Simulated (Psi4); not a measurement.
**PBE/def2-SV(P) (core potential, sweep point 1) run of [InH4]− (SMILES [H][In-]([H])([H])[H])**

Wanted: a structure relaxation of [InH4]−. 

The calculation is run with Psi4 1.11.

### Step 1. The structure to begin with

[InH4]− has 5 atoms, charge -1, and is taken as a singlet. SMILES: `[H][In-]([H])([H])[H]`. The shape comes from GFN2-xTB, which is rough for such elements, and wasn't checked as a minimum. The run starts from this shape.

Bond lengths: In1–H2 1.402 Å, In1–H3 1.402 Å, In1–H4 1.402 Å, In1–H5 1.402 Å. Angles: H2–In1–H3 63.9°, H2–In1–H4 136.1°, H2–In1–H5 136.1°, H3–In1–H4 136.1°, H3–In1–H5 136.1°, H4–In1–H5 63.9°.

### Step 2. A geometry optimisation at PBE/def2-SV(P) (core potential, sweep point 1)

Input file h4in.inp:

```
memory 1600 mb

molecule system {
  -1 1
  In     0.000000     0.000000     0.000000
  H      0.560630    -0.031290     1.284590
  H      1.400460    -0.017420     0.062620
  H     -0.972030     0.765570    -0.659200
  H     -0.989060    -0.716860    -0.688020
  symmetry c1
}

set reference rks
set puream true
set scf_type pk
set dft_radial_points 99
set dft_spherical_points 590
set g_convergence gau_tight
set geom_maxiter 50

opt("pbe/def2-SV(P)")
print_variables()
```

On the command line:

```sh
$ psi4 h4in.inp h4in.out -n 1
```

**Question.** What will come out? Wanted: total energy at the end; HOMO energy; LUMO energy; HOMO–LUMO gap.

**Answer.** As computed:

Level: PBE/def2-SV(P) (core potential, sweep point 1).

| quantity | value |
| --- | --- |
| total energy at the end | -192.49566 Eh |
| HOMO energy | -0.96 eV |
| LUMO energy | 5.56 eV |
| HOMO–LUMO gap (to an unbound level, set by the basis) | 6.52 eV |

At the final geometry: Bond lengths: In1–H2 1.812 Å, In1–H3 1.812 Å, In1–H4 1.812 Å, In1–H5 1.812 Å. Angles: H2–In1–H3 109.5°, H2–In1–H4 109.5°, H2–In1–H5 109.5°, H3–In1–H4 109.5°, H3–In1–H5 109.5°, H4–In1–H5 109.5°. The optimisation took 10 steps and changed the energy by -7.716 eV.
